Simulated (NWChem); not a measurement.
# doublet SnTe−: levels of theory compared

Aim: a comparison of 6 runs (UHF/3-21G, UB3LYP/def2-TZVPPD, U-r2SCAN/def2-TZVPPD, UM06-2X/def2-TZVPPD, UPBE/def2-TZVPPD, UMP2/def2-TZVPPD) of doublet SnTe−. 

The calculation is run with NWChem 7.3.0.

2 further runs of the same task are left out: 2 that didn't finish.

### 1 Starting point

SnTe− has 2 atoms, charge -1, and is taken as a doublet. SMILES of the parent species: `[Sn][Te]`. The shape is that of a PBE0-D4/def2-TZVP optimisation. That shape belongs to the parent species and isn't relaxed for this state.

Bond lengths: Sn1–Te2 2.518 Å.

### 2 A single-point energy at UHF/3-21G (run 1)

Input file snte.xyz:

```xyz
2

Sn     0.000000     0.000000     0.009440
Te     0.000000     0.000000     2.527330
```

Input file run.py:

```python
from ase.io import read
from ase.calculators.nwchem import NWChem

molecule = read('snte.xyz')

calc = NWChem(
    label='snte',
    theory='scf',
    memory='2200 mb',
    basis='3-21G',
    basispar='spherical bse',
    charge=-1,
    scf={'nopen': '1', 'uhf': None, 'thresh': '1e-08', 'maxiter': '80', 'print': 'low'},
    task='energy',
)
molecule.calc = calc

print(f"energy = {molecule.get_potential_energy():.6f} eV")
```

Run with:

```console
$ export ASE_NWCHEM_COMMAND="nwchem PREFIX.nwi > PREFIX.nwo"
$ python run.py
```

The log of the run:

```text
energy = -342293.379982 eV
```

The calculator wrote snte.nwi:

```
title "snte"

permanent_dir snte

scratch_dir snte

start snte

geometry units angstrom nocenter noautosym noautoz
  Sn 0.0000000000000000e+00 0.0000000000000000e+00 9.4400000000000005e-03
  Te 0.0000000000000000e+00 0.0000000000000000e+00 2.5273300000000001e+00
end

charge -1

memory 2200 mb

basis spherical bse noprint
   * library 3-21G
end

scf
  nopen 1
  uhf
  thresh 1e-08
  maxiter 80
  print low
end

task scf energy
```

snte.nwo:

```text
Northwest Computational Chemistry Package (NWChem) 7.3.0
             --------------------------------------------------------

           Job information
           ---------------

    nwchem branch   = 7.3.0
    use scalapack   = T
    input           = snte.nwi
    prefix          = snte.
    data base       = snte/snte.db
    status          = startup
    nproc           =        1

           Memory information
           ------------------

    heap     =     72089600 doubles =      550.0 Mbytes
    stack    =     72089597 doubles =      550.0 Mbytes
    global   =    144179200 doubles =     1100.0 Mbytes (distinct from heap & stack)
    total    =    288358397 doubles =     2200.0 Mbytes
    verify   = yes
    hardfail = no

           Directory information
           ---------------------

  0 permanent = snte
  0 scratch   = snte

                                NWChem Input Module
                                -------------------

                                       snte
                                       ----

[... 21 lines left out ...]
            Nuclear Dipole moment (a.u.)
[... 19 lines left out ...]
                         number of included internuclear distances:          1
 ==============================================================================

                                 NWChem SCF Module
                                 -----------------

                                       snte

  ao basis        = "ao basis"
  functions       =    62
  atoms           =     2
  alpha electrons =    52
  beta  electrons =    51
  charge          =  -1.00
  wavefunction    = UHF
  input vectors   = atomic
  output vectors  = snte/snte.movecs
  use symmetry    = F
  symmetry adapt  = F

 Forming initial guess at       0.0s

 Starting SCF solution at       0.4s

       Final UHF  results
       ------------------

         Total SCF energy = -12579.049802017378
      One electron energy = -18454.051730600542
      Two electron energy =   5328.567871734289
 Nuclear repulsion energy =    546.434056848875

                       Sz =      0.5000
                 Sz(Sz+1) =      0.7500
                      S^2 =      0.7784

        Time for solution =     12.9s

 Task  times  cpu:       13.3s     wall:       13.3s
 Total times  cpu:       13.3s     wall:       13.3s
```

Wall time 15 s (1 thread of Intel Xeon 6975P-C (Granite Rapids), shared host); peak memory 0.1 GiB.

### 3 A single-point energy at UB3LYP/def2-TZVPPD (core potential) (run 2)

snte.xyz: that of step 2 with these lines changed.

```diff
@@ -1,3 +1,3 @@
 2
-
+SnTe
 Sn     0.000000     0.000000     0.009440
```

Input file run.py:

```python
from ase.io import read
from ase.calculators.nwchem import NWChem

system = read('snte.xyz')

calc = NWChem(
    label='snte',
    theory='dft',
    memory='2200 mb',
    basis='def2-TZVPPD',
    basispar='spherical bse',
    charge=-1,
    dft={'xc': 'b3lyp', 'mult': '2', 'grid': 'fine', 'convergence': 'energy 1e-08', 'iterations': '100', 'mulliken': None, 'print': 'low'},
    task='energy',
    **{'ecp bse': {'Sn library': 'def2-TZVPPD', 'Te library': 'def2-TZVPPD'}},
)
system.calc = calc

e = system.get_potential_energy()
print(f"E = {e:.6f} eV")
```

Run with:

```console
$ export ASE_NWCHEM_COMMAND="nwchem PREFIX.nwi > PREFIX.nwo"
$ python run.py
```

The log of the run:

```text
E = -13131.821781 eV
```

The calculator wrote snte.nwi:

```
title "snte"

permanent_dir snte

scratch_dir snte

start snte

geometry units angstrom nocenter noautosym noautoz
  Sn 0.0000000000000000e+00 0.0000000000000000e+00 9.4400000000000005e-03
  Te 0.0000000000000000e+00 0.0000000000000000e+00 2.5273300000000001e+00
end

charge -1

memory 2200 mb

basis spherical bse noprint
   * library def2-TZVPPD
end

dft
  xc b3lyp
  mult 2
  grid fine
  convergence energy 1e-08
  iterations 100
  mulliken
  print low
end
ecp bse
  Sn library def2-TZVPPD
  Te library def2-TZVPPD
end

task dft energy
```

snte.nwo, cut to the lines that bear on the results:

```text
[...]
         Total DFT energy =     -482.585553317946
      One electron energy =    -1074.627513409754
           Coulomb energy =      520.257928301103
    Exchange-Corr. energy =      -39.184115138604
 Nuclear repulsion energy =      110.968146929310
[... 23 lines left out ...]
     -------------------------------------------
      Total Density - Lowdin Population Analysis
[...]
      <S2> =      0.7534 (Exact =     0.7500)
[...]
```

Run time: 2.6 min. Hardware: 1 thread of Intel Xeon 6975P-C (Granite Rapids), shared host; peak memory 0.13 GiB.

Runs 3 to 5 aren't shown in full; the table further down has their settings and results.

### 4 A single-point energy at UMP2/def2-TZVPPD (core potential) (run 6)

Input file run.py:

```python
from ase import Atoms
from ase.calculators.nwchem import NWChem

atoms = Atoms('SnTe', positions=[
    [0.000000, 0.000000, 0.009440],
    [-0.000000, -0.000000, 2.527330],
])

calc = NWChem(
    label='m1',
    theory='mp2',
    memory='2200 mb',
    basis='def2-TZVPPD',
    basispar='spherical bse',
    charge=-1,
    scf={'nopen': '1', 'uhf': None, 'thresh': '1e-08', 'maxiter': '80'},
    mp2={'freeze': 'core 8', 'tight': None},
    task='energy',
    **{'ecp bse': {'Sn library': 'def2-TZVPPD', 'Te library': 'def2-TZVPPD'}},
)
atoms.calc = calc

e = atoms.get_potential_energy()
print(f"E = {e:.6f} eV")
```

Run with:

```console
$ export ASE_NWCHEM_COMMAND="nwchem PREFIX.nwi > PREFIX.nwo"
$ python run.py
```

The log of the run:

```text
E = -13094.240372 eV
```

The calculator wrote m1.nwi:

```
title "m1"

permanent_dir m1

scratch_dir m1

start m1

geometry units angstrom nocenter noautosym noautoz
  Sn 0.0000000000000000e+00 0.0000000000000000e+00 9.4400000000000005e-03
  Te -0.0000000000000000e+00 -0.0000000000000000e+00 2.5273300000000001e+00
end

charge -1

memory 2200 mb

basis spherical bse noprint
   * library def2-TZVPPD
end

scf
  nopen 1
  uhf
  thresh 1e-08
  maxiter 80
end
mp2
  freeze core 8
  tight
end
ecp bse
  Sn library def2-TZVPPD
  Te library def2-TZVPPD
end

task mp2 energy
```

m1.nwo, cut to the lines that bear on the results:

```text
[...]
      One electron energy =  -1074.227389178948
[... 1 line left out ...]
 Nuclear repulsion energy =    110.968146929310
[... 46 lines left out ...]
          Final beta eigenvalues
[... 280 lines left out ...]
                     UHF Final Beta Molecular Orbital Analysis
[...]
          Total MP2 energy          -481.204462007579
[...]
```

It took 5.9 min on 1 thread of Intel Xeon 6975P-C (Granite Rapids), shared host; peak memory 0.47 GiB.

### 5 Overview of the runs

```
run                                  level  iteration cap  module    energy (Eh)   ⟨S²⟩  wall time
  1                              UHF/3-21G             80     scf  -12579.049802  0.778       15 s
  2    UB3LYP/def2-TZVPPD (core potential)            100     dft    -482.585553  0.753    2.6 min
  3  U-r2SCAN/def2-TZVPPD (core potential)            100     dft    -482.608008  0.758    3.2 min
  4   UM06-2X/def2-TZVPPD (core potential)            100     dft    -482.270443  0.763      3 min
  5      UPBE/def2-TZVPPD (core potential)            100     dft    -482.414687  0.754    3.2 min
  6      UMP2/def2-TZVPPD (core potential)             80     mp2    -481.204462  0.774    5.9 min
```

### 6 Outcome

```
                                                         quantity          value
                                              run 6: total energy  -481.20446 Eh
run 6: HOMO energy (Hartree–Fock orbitals) (highest over α and β)       -1.33 eV
 run 6: LUMO energy (Hartree–Fock orbitals) (lowest over α and β)        3.82 eV
               run 6: correlation energy (8 core orbitals frozen)     -761.8 mEh
                         run 6: ⟨S²⟩ of the reference determinant          0.774
```

What this shows: Totals of different functionals can't be ranked against each other. Some runs of one species differ in core potentials or relativity; totals across that change don't compare. In runs 3, 5 the HOMO lies above zero, so the outermost electron may be held by the basis alone. In run 1 relativity is left out where basis or elements ask for it. All runs together took 18 min, the longest 5.9 min.
